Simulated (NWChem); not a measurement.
**CH3BNO2 (SMILES [N]=CB(O)O) at 4 levels**

Aim: a comparison of 4 runs (UHF/STO-3G, UHF/3-21G, UB3LYP/6-31G*) of CH3BNO2. 

The results are computed with NWChem 7.3.0.

## Step 1: The system as given

CH3BNO2: 8 atoms, total charge 0, spin state doublet. SMILES: `[N]=CB(O)O`. The shape is that of a GFN2-xTB optimisation. This is one conformer, not always the lowest.

Bond lengths: N1–C2 1.218 Å, C2–B3 1.622 Å, B3–O4 1.338 Å, B3–O5 1.344 Å, C2–H6 1.098 Å, O4–H7 0.959 Å, O5–H8 0.958 Å. Angles: N1–C2–B3 123.0°, C2–B3–O4 117.3°, C2–B3–O5 120.9°, O4–B3–O5 121.9°, N1–C2–H6 124.0°, B3–C2–H6 113.0°, B3–O4–H7 115.5°, B3–O5–H8 116.5°.

## Step 2: Energy and gradient at UHF/STO-3G (run 1)

File m1.nw:

```
start m1
memory 2200 mb

geometry units atomic noautosym nocenter noautoz
N  -2.11312955  3.34473965  0.76796580
C  -0.90315681  1.55586821  1.56492000
B   0.35405909 -0.55792274 -0.26424040
O   1.72566010 -2.37434639  0.83692191
O   0.01853821 -0.46997489 -2.78095876
H  -0.54386318  1.20129890  3.57770509
H   2.44171513 -3.60004165 -0.28842890
H  -0.97984189  0.90041670 -3.41390363
end

basis "ao basis" spherical bse
* library STO-3G
end

scf
doublet
uhf
thresh 1e-08
maxiter 80
print medium
end

task scf gradient
```

The run is started by

```console
$ nwchem m1.nw > m1.out
```

Standard output:

```text
[...]
  functions       =    28
[...]
  wavefunction    = UHF
[...]
         Total SCF energy =   -265.007409449102
      One electron energy =   -657.625074525992
      Two electron energy =    245.184640965476
 Nuclear repulsion energy =    147.433024111414
                       Sz =      0.5000
                 Sz(Sz+1) =      0.7500
                      S^2 =      1.0057
[...]
                         UHF ENERGY GRADIENTS
    atom               coordinates                        gradient
                 x          y          z           x          y          z
   1 N      -2.113130   3.344740   0.767966    0.084431  -0.125031   0.050922
   2 C      -0.903157   1.555868   1.564920   -0.097586   0.145183  -0.049083
   3 B       0.354059  -0.557923  -0.264240    0.015464  -0.022988  -0.000834
   4 O       1.725660  -2.374346   0.836922    0.006922  -0.014144  -0.027854
   5 O       0.018538  -0.469975  -2.780959   -0.022246   0.032708   0.001910
   6 H      -0.543863   1.201299   3.577705    0.005781  -0.009059  -0.000299
   7 H       2.441715  -3.600042  -0.288429   -0.008575   0.016192   0.023687
   8 H      -0.979842   0.900417  -3.413904    0.015809  -0.022861   0.001550
[...]
```

Wall time 4.8 s (1 thread of Intel Xeon Platinum 8488C (Sapphire Rapids), shared host); peak memory 0.098 GiB.

## Step 3: Energy and gradient at UHF/3-21G (run 2)

File nw.nw:

```
start nw
title "CH3BNO2"
memory stack 880 mb heap 220 mb global 1100 mb

geometry units angstrom noautosym nocenter noautoz
N     -1.118220     1.769960     0.406390
C     -0.477930     0.823330     0.828120
B      0.187360    -0.295240    -0.139830
O      0.913180    -1.256450     0.442880
O      0.009810    -0.248700    -1.471620
H     -0.287800     0.635700     1.893240
H      1.292100    -1.905060    -0.152630
H     -0.518510     0.476480    -1.806560
end

basis spherical bse
N library 3-21G
C library 3-21G
B library 3-21G
O library 3-21G
H library 3-21G
end

scf
doublet
uhf
thresh 1e-08
maxiter 80
end

task scf gradient
```

The run is started by

```console
$ nwchem nw.nw > nw.out
```

Standard output:

```text
[...]
  functions       =    51
[...]
  wavefunction    = UHF
[...]
         Total SCF energy =   -267.064831163796
      One electron energy =   -657.648681950580
      Two electron energy =    243.150816017426
 Nuclear repulsion energy =    147.433034769358
                       Sz =      0.5000
                 Sz(Sz+1) =      0.7500
                      S^2 =      0.9337
[...]
                         UHF ENERGY GRADIENTS
    atom               coordinates                        gradient
                 x          y          z           x          y          z
   1 N      -2.113129   3.344739   0.767966    0.036552  -0.053794   0.022157
   2 C      -0.903157   1.555868   1.564920   -0.049165   0.073116  -0.022493
   3 B       0.354059  -0.557923  -0.264240    0.021489  -0.035814  -0.027208
   4 O       1.725660  -2.374346   0.836922   -0.012972   0.017666  -0.010893
   5 O       0.018538  -0.469975  -2.780959    0.001155   0.001986   0.025301
   6 H      -0.543863   1.201299   3.577705    0.004918  -0.007454   0.003813
   7 H       2.441715  -3.600041  -0.288429   -0.005534   0.008107   0.001200
   8 H      -0.979842   0.900417  -3.413903    0.003558  -0.003813   0.008124
[...]
```

It took 4.5 s on 1 thread of Intel Xeon Platinum 8488C (Sapphire Rapids), shared host; peak memory 0.098 GiB.

## Step 4: Energy and gradient at UB3LYP/6-31G(d) (spherical functions) (run 3)

File ch3bno2.nw:

```
start ch3bno2
title "CH3BNO2"
memory stack 880 mb heap 220 mb global 1100 mb

geometry units angstrom noautosym nocenter noautoz
  N       -1.118220       1.769960       0.406390
  C       -0.477930       0.823330       0.828120
  B        0.187360      -0.295240      -0.139830
  O        0.913180      -1.256450       0.442880
  O        0.009810      -0.248700      -1.471620
  H       -0.287800       0.635700       1.893240
  H        1.292100      -1.905060      -0.152630
  H       -0.518510       0.476480      -1.806560
end

basis spherical bse
  * library 6-31G*
end

dft
  xc b3lyp
  mult 2
  grid xfine
  convergence energy 1e-08
  iterations 100
  mulliken
end

task dft gradient
```

The run is started by

```console
$ nwchem ch3bno2.nw > ch3bno2.out
```

Standard output:

```text
[...]
          Wavefunction type:  spin polarized.
          No. of atoms     :     8
          No. of electrons :    37
[...]
          Charge           :     0
          Spin multiplicity:     2
[...]
          AO basis - number of functions:    76
[...]
              XC Information
              --------------
                         B3LYP Method XC Potential
                     Hartree-Fock (Exact) Exchange  0.200
                        Slater Exchange Functional  0.800 local
                    Becke 1988 Exchange Functional  0.720 non-local
              Lee-Yang-Parr Correlation Functional  0.810
                  VWN I RPA Correlation Functional  0.190 local
[...]
 d= 0,ls=0.0,diis     1   -269.8713695115 -4.17D+02  8.43D-03  2.32D-01     4.0
[...]
 d= 0,ls=0.0,diis    13   -269.9934576825 -3.29D-09  2.74D-07  2.28D-10    51.0
[...]
         Total DFT energy =     -269.993457682489
      One electron energy =     -660.279024143844
           Coulomb energy =      277.639905522249
    Exchange-Corr. energy =      -34.787373830252
 Nuclear repulsion energy =      147.433034769358
[...]
      Total Density - Mulliken Population Analysis
     ---------------------------------------------
    Atom       Charge   Shell Charges
 -----------   ------   -------------------------------------------------------
    1 N    7     7.27   2.00  0.86  2.22  0.97  1.19  0.03
    2 C    6     6.11   2.00  0.70  2.07  0.52  0.78  0.04
    3 B    5     4.54   2.00  0.52  1.45  0.16  0.28  0.14
    4 O    8     8.54   2.00  0.90  2.97  0.90  1.76  0.02
    5 O    8     8.55   2.00  0.90  2.97  0.89  1.77  0.02
    6 H    1     0.83   0.52  0.32
    7 H    1     0.58   0.47  0.11
    8 H    1     0.57   0.47  0.10
[...]
      <S2> =      0.7585 (Exact =     0.7500)
[...]
  wavefunction    = open shell
                         DFT ENERGY GRADIENTS
    atom               coordinates                        gradient
                 x          y          z           x          y          z
   1 N      -2.113129   3.344739   0.767966    0.023302  -0.034267   0.014723
   2 C      -0.903157   1.555868   1.564920   -0.028839   0.043493  -0.007494
   3 B       0.354059  -0.557923  -0.264240    0.012052  -0.018077  -0.001338
   4 O       1.725660  -2.374346   0.836922   -0.004858   0.004486  -0.018968
   5 O       0.018538  -0.469975  -2.780959   -0.006985   0.012311   0.014343
   6 H      -0.543863   1.201299   3.577705    0.001773  -0.003862  -0.008959
   7 H       2.441715  -3.600041  -0.288429   -0.002553   0.005023   0.009094
   8 H      -0.979842   0.900417  -3.413903    0.006108  -0.009107  -0.001401
[...]
```

It took 60 s on 1 thread of Intel Xeon Platinum 8488C (Sapphire Rapids), shared host; peak memory 0.14 GiB.

## Step 5: Energy and gradient at UB3LYP/6-31G(d) (Cartesian functions) (run 4)

File work.nw:

```
start work
memory 2200 mb
charge 0

geometry units angstrom noautosym nocenter noautoz
N       -1.118220       1.769960       0.406390
C       -0.477930       0.823330       0.828120
B        0.187360      -0.295240      -0.139830
O        0.913180      -1.256450       0.442880
O        0.009810      -0.248700      -1.471620
H       -0.287800       0.635700       1.893240
H        1.292100      -1.905060      -0.152630
H       -0.518510       0.476480      -1.806560
end

basis cartesian
* library 6-31G*
end

dft
xc b3lyp
mult 2
grid xfine
convergence energy 1e-08
maxiter 100
mulliken
end

task dft gradient
```

The run is started by

```console
$ nwchem work.nw > work.out
```

Standard output:

```text
[...]
          Wavefunction type:  spin polarized.
          No. of atoms     :     8
          No. of electrons :    37
[...]
          Charge           :     0
          Spin multiplicity:     2
[...]
          AO basis - number of functions:    81
[...]
              XC Information
              --------------
                         B3LYP Method XC Potential
                     Hartree-Fock (Exact) Exchange  0.200
                        Slater Exchange Functional  0.800 local
                    Becke 1988 Exchange Functional  0.720 non-local
              Lee-Yang-Parr Correlation Functional  0.810
                  VWN I RPA Correlation Functional  0.190 local
[...]
 d= 0,ls=0.0,diis     1   -269.8751327181 -4.17D+02  8.41D-03  2.62D-01     4.3
[...]
 d= 0,ls=0.0,diis    13   -269.9989305710 -4.13D-09  2.88D-07  2.65D-10    55.1
[...]
         Total DFT energy =     -269.998930570955
      One electron energy =     -660.241287378551
           Coulomb energy =      277.557958823008
    Exchange-Corr. energy =      -34.748636784769
 Nuclear repulsion energy =      147.433034769358
[...]
      Total Density - Mulliken Population Analysis
     ---------------------------------------------
    Atom       Charge   Shell Charges
 -----------   ------   -------------------------------------------------------
    1 N    7     7.32   1.99  0.86  2.23  1.09  1.17 -0.02
    2 C    6     6.06   1.99  0.72  2.07  0.53  0.74  0.01
    3 B    5     4.56   1.99  0.53  1.45  0.17  0.29  0.13
    4 O    8     8.53   1.99  0.90  2.97  0.88  1.75  0.03
    5 O    8     8.54   1.99  0.90  2.98  0.88  1.76  0.03
    6 H    1     0.83   0.52  0.32
    7 H    1     0.58   0.47  0.11
    8 H    1     0.57   0.47  0.11
[...]
      <S2> =      0.7585 (Exact =     0.7500)
[...]
  wavefunction    = open shell
                         DFT ENERGY GRADIENTS
    atom               coordinates                        gradient
                 x          y          z           x          y          z
   1 N      -2.113129   3.344739   0.767966    0.023123  -0.034021   0.014580
   2 C      -0.903157   1.555868   1.564920   -0.028566   0.043077  -0.007564
   3 B       0.354059  -0.557923  -0.264240    0.012006  -0.017980  -0.001036
   4 O       1.725660  -2.374346   0.836922   -0.004871   0.004507  -0.018909
   5 O       0.018538  -0.469975  -2.780959   -0.006999   0.012321   0.014207
   6 H      -0.543863   1.201299   3.577705    0.001761  -0.003834  -0.008939
   7 H       2.441715  -3.600041  -0.288429   -0.002519   0.004967   0.009046
   8 H      -0.979842   0.900417  -3.413903    0.006064  -0.009037  -0.001385
[...]
```

It took 64 s on 1 thread of Intel Xeon Platinum 8488C (Sapphire Rapids), shared host; peak memory 0.14 GiB.

## Step 6: Overview of the runs

| run | level | iteration cap | module | energy (Eh) | dipole moment (D) | HOMO energy (eV) | LUMO energy (eV) | wall time |
| --- | --- | --- | --- | --- | --- | --- | --- | --- |
| 1 | UHF/STO-3G | 80 | scf | -265.007409 | 1.65 | -8.72 | 7.05 | 4.8 s |
| 2 | UHF/3-21G | 80 | scf | -267.064831 | 1.66 | -10.83 | 3.36 | 4.5 s |
| 3 | UB3LYP/6-31G* (spherical functions) | 100 | dft | -269.993458 | 2.14 | -6.38 | -2.19 | 60 s |
| 4 | UB3LYP/6-31G* (Cartesian functions) | 100 | dft | -269.998931 | 2.14 | -6.40 | -2.20 | 64 s |

## Step 7: Results

```
                                 quantity          value
                      run 4: total energy  -269.99893 Eh
                     run 4: dipole moment         2.14 D
run 4: HOMO energy (highest over α and β)       -6.40 eV
 run 4: LUMO energy (lowest over α and β)       -2.20 eV
                              run 4: ⟨S²⟩          0.758
          run 4: largest force on an atom     2.686 eV/Å
```

The dipole moment (its size) runs from 1.65 D (UHF/STO-3G) to 2.14 D (UB3LYP/6-31G*). The two ends differ in method and basis. In run 1 the basis is minimal, so the values are rough. Spin contamination of the reference: run 1 ⟨S²⟩ = 1.01, run 2 ⟨S²⟩ = 0.93. All runs together took 2.2 min, the longest 64 s.
